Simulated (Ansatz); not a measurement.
# C₂H₃BClF₃O: vertical ionisation energy

Aim: the vertical ionisation energy of C₂H₃BClF₃O, as cation minus neutral at the neutral's geometry, on several levels, and how well −ε(HOMO) stands in for it.

The runs use Ansatz 0.2.0, Gaussian basis; unrestricted cation, the program's frozen cores in correlated methods.

Plan: UKS PBE-D4/def2-TZVPP; UKS r2SCAN-D4/def2-TZVPP; UKS PBE0-D4/def2-TZVPP; UKS B3LYP-D4/def2-TZVPP; UKS wB97X-V/def2-TZVPP; UKS wB97M-V/def2-TZVPP; UKS B2PLYP/def2-TZVPP; UHF-CCSD(T)/def2-TZVPP; then −ε(HOMO) from the neutral's earlier runs with LDA (SPW92), PBE-D4, revPBE-D4, BLYP-D4, r2SCAN-D4, B97M-V, PBE0-D4, B3LYP-D4, r2SCANh-D4, r2SCAN0-D4, HSE06-D4, BHLYP-D4, CAM-B3LYP-D4, LC-ωPBE, ωB97X-V, ωB97M-V.

## (1) The geometry

All runs share one geometry, relaxed beforehand with PBE0-D4 in a triple-zeta def2 set.

SMILES `FC(F)(F)COBCl`, 11 atoms, charge 0, spin multiplicity 1.

Atoms are counted from 1 here; the program's logs count them from 0.

Bond lengths: F1–C2 1.338 Å, C2–F3 1.331 Å, C2–F4 1.336 Å, C2–C5 1.515 Å, C5–O6 1.402 Å, C5–H9 1.094 Å, C5–H10 1.091 Å, O6–B7 1.345 Å, B7–Cl8 1.745 Å, B7–H11 1.194 Å. Angles: F1–C2–F3 108.1°, F1–C2–F4 108.0°, F1–C2–C5 109.3°, F3–C2–F4 107.7°, F3–C2–C5 112.2°, F4–C2–C5 111.4°, C2–C5–O6 110.0°, C2–C5–H9 107.8°, C2–C5–H10 108.0°, O6–C5–H9 112.2°, O6–C5–H10 109.1°, H9–C5–H10 109.6°, C5–O6–B7 121.2°, O6–B7–Cl8 118.0°, O6–B7–H11 122.1°, Cl8–B7–H11 119.9°.

## (2) Cation, UKS PBE-D4/def2-TZVPP

in.yaml

```yaml
crystal:
  periodic: [false, false, false]
  atoms:
    - {symbol: F, position_ang: [-1.510775, 1.822010, 1.016461]}
    - {symbol: C, position_ang: [-1.023260, 1.049766, 0.038915]}
    - {symbol: F, position_ang: [-0.963864, 1.779079, -1.073125]}
    - {symbol: F, position_ang: [-1.890130, 0.055341, -0.172049]}
    - {symbol: C, position_ang: [0.336044, 0.520796, 0.449094]}
    - {symbol: O, position_ang: [0.864819, -0.284370, -0.569089]}
    - {symbol: B, position_ang: [0.921919, -1.621596, -0.440704]}
    - {symbol: Cl, position_ang: [1.544927, -2.548031, -1.782033]}
    - {symbol: H, position_ang: [0.212628, -0.027180, 1.387378]}
    - {symbol: H, position_ang: [0.996383, 1.375016, 0.608163]}
    - {symbol: H, position_ang: [0.576807, -2.177929, 0.557488]}
basis:
  gaussian: {orbitals: def2-TZVPP}
total_charge: 1
magnetization: {spin_polarized: true, initial_magnetization: 1}
hamiltonian: {xc: pbe, dispersion: d4}
```

Further steps of the session: Cation, UKS r2SCAN-D4/def2-TZVPP; Cation, UKS PBE0-D4/def2-TZVPP; Cation, UKS B3LYP-D4/def2-TZVPP; Cation, UKS wB97X-V/def2-TZVPP; Cation, UKS wB97M-V/def2-TZVPP; Cation, UKS B2PLYP (frozen core)/def2-TZVPP; Cation, UHF-CCSD(T)/def2-TZVPP.

Q: Predict the results of all the runs planned. Wanted: ionisation energy, CCSD(T)/def2-TZVPP; nearest functional by difference; nearest −ε(HOMO); −ε(HOMO) of PBE; T1 of the cation.

The runs gave:

| quantity | value |
| --- | --- |
| ionisation energy, CCSD(T)/def2-TZVPP | 11.80 eV |
| nearest functional by difference | ωB97X-V (+0.02 eV) |
| nearest −ε(HOMO) | LC-ωPBE (+0.18 eV) |
| −ε(HOMO) of PBE | 7.69 eV |
| T1 of the cation | 0.023 |

**Reading.** By cation minus neutral, the functionals miss by 0.90 eV at most. −ε(HOMO) of PBE misses by 4.1 eV, since self-interaction lifts the level. Among orbital estimates LC-ωPBE comes nearest. Hartree-Fock falls 0.91 eV short, as the neutral has more correlation energy than the cation.
